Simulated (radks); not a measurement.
# Te²⁺ with its nuclear charge varied continuously

Aim: the energy of 50 electrons in [Kr] 4d10 5s2 5p2 as the nuclear charge moves through non-integer values, and a test of dE/dZ = E(electron-nucleus)/Z.

The numbers are computed with radks (a radial shooting solver on a logarithmic mesh, Libxc functionals) version 1 (Dirac Kohn-Sham, PBE, spin-unpolarised, spherical densities, finite nucleus; open shells fill j = l - 1/2 first), except any that are marked as measured or tabulated.

## 1. The atom as given

```
element            : tellurium (Z = 52)
charge             : +2
electrons          : 50
configuration      : [Kr] 4d10 5s2 5p2
nuclear rms radius : 4.7423 fm
```

## 2. Z = 52

Settings of this run:

```text
Z 52
configuration [Kr] 4d10 5s2 5p2
relativity Dirac
functional pbe,pbe
spin unpolarised
j_filling energy
nucleus finite rms 4.7423 fm
c 137.035999084
```

## 3. Z = 51

Settings, as their differences from step 2:

```diff
@@ -1,2 +1,2 @@
-Z 52
+Z 51
 configuration [Kr] 4d10 5s2 5p2
```

## 4. Z = 51.5

Settings, as their differences from step 3:

```diff
@@ -1,2 +1,2 @@
-Z 51
+Z 51.5
 configuration [Kr] 4d10 5s2 5p2
```

## 5. Z = 52.5

Settings, as their differences from step 4:

```diff
@@ -1,2 +1,2 @@
-Z 51.5
+Z 52.5
 configuration [Kr] 4d10 5s2 5p2
```

## 6. Z = 53

Settings, as their differences from step 5:

```diff
@@ -1,2 +1,2 @@
-Z 52.5
+Z 53
 configuration [Kr] 4d10 5s2 5p2
```

What does the calculation give? Wanted: for each run, Z; E; E(electron-nucleus)/Z; highest level; its energy; <r>.

As calculated:

```tsv
Z	E (hartree)	E(electron-nucleus)/Z (hartree)	highest level	its energy (eV)	<r> (bohr)
51	-6483.03934	-308.384	5p1/2	-12.315	2.613
51.5	-6638.28218	-312.588	5p1/2	-17.348	2.436
52	-6795.62817	-316.797	5p1/2	-22.837	2.293
52.5	-6955.08041	-321.013	5p1/2	-28.750	2.173
53	-7116.64266	-325.237	5p1/2	-35.067	2.070
```

**Reading.** At Z = 52 the central difference of E is -316.798 hartree, against -316.797 from the Hellmann-Feynman theorem. The top level goes from -12.315 eV at Z = 51 to -35.067 eV at Z = 53.
